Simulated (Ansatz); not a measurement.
Crystal: GdO.

```
Gd O
1.0
     0.00000    2.70000    2.70000
     2.70000    0.00000    2.70000
     2.70000    2.70000    0.00000
Gd O
1 1
Direct
  0.00000 0.00000 0.00000
  0.75000 0.75000 0.75000
```

```yaml
Program: Ansatz 0.2.0
Task: relaxation of cell and atoms
Functional: PBE0
Potentials_or_basis: Ansatz PAW
Cutoff: "420 eV (not typed: the program's choice for these potentials)"
k_mesh: 5 × 5 × 5
Occupations: fermi-dirac, width 0.05 eV
Spin: collinear spin, ferromagnetic start
Starting_moments: "[7.0, 0.0] μB"
```

At the start: volume 19.68 Å³/atom.

Task: How do energy, volume and symmetry change on relaxing?

Result: It ends after 6 steps and the volume is 19.28 Å³/atom (-2.0 %); space group F-43m (No. 216, to 0.05 Å); moment 7.98 μB per cell.

Step by step:
```csv
step,energy change (eV),largest force (eV/Å),volume (Å³)
1,0.0000,0.0000,39.37
2,-0.0044,0.0000,38.02
3,-0.0065,0.0000,38.60
4,-0.0056,0.0000,38.60
5,-0.0056,0.0000,38.57
6,-0.0055,0.0000,38.57
```

Final structure:
```xyz
2
Lattice="0.0000 2.6816 2.6816 2.6816 0.0000 2.6816 2.6816 2.6816 0.0000" Properties=species:S:1:pos:R:3 pbc="T T T"
Gd    0.0000    0.0000    0.0000
O     4.0224    4.0224    4.0224
```

Caveat: the k mesh is coarse (spacing up to 0.40 Å⁻¹), so the values aren't converged, least of all with exact exchange; the magnetic or orbital state may not be the lowest; the plane-wave basis is chosen anew once the cell has moved, so the energies of steps on either side of that aren't comparable; a cell with one magnetic atom can't hold antiferromagnetic order, which such compounds often take; the PAW data sets come from PBE, with cores solved anew for the run's functional, which leaves a small shift of forces and pressure.
